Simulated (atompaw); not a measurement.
# Ga: the cost of one run

Method: atompaw 4.2.0.5, PBE, scalar-relativistic.

**1. The design**

The settings as typed:

| Item | Value |
| --- | --- |
| element | gallium (Ga, Z = 31) |
| type | PAW |
| frozen core | [Ar] 3d10 |
| valence charge | 3 |
| reference configuration | 4s2 4p1 |
| partial waves | 4s (bound); 4s channel at 0.05 Ry; 4p (bound); 4p channel at 0.2 Ry |
| local potential | bessel scheme, radius 2.65 bohr |
| core correction | smooth core density matched at 1.75 bohr |
| augmentation charge | sinc compensation charge, radius 2.85 bohr; PAW radius 3.00 bohr; waves and projectors: bloechl |

The nodes and maxima of the atom's own shells, from an earlier all-electron run, set the scale for the radii.

All-electron outer shells of the reference configuration (PBE, scalar-relativistic, ld1.x):

```
shell  level (eV)  outermost node (bohr)  outermost maximum (bohr)
   3p      -98.86                   0.24                      0.56
   3d      -19.15                      –                      0.53
   4s       -8.95                   0.81                      1.90
   4p       -2.58                   0.87                      2.53
```

**2. Generating the potential**

Ga.input reads:

```
Ga 31
GGA-PBE scalarrelativistic loggrid 1500 logderivrange -3 5 201
4 4 3 0 0 0
4 1 1
0 0 0
c
c
c
v
c
c
v
c
1
3.00 2.85 2.65 1.75
y
0.05
n
y
0.2
n
bloechl sinc
bessel
PWSCFOUT
UPFDX 0.0125d0 UPFXMIN -7.d0 UPFZMESH 31.d0
END
```

Started as:

```
$ atompaw < Ga.input > Ga.log
```

**Question.** How long does this run take on 1 thread of AMD EPYC 9R45, shared host?

About 4.4 s.
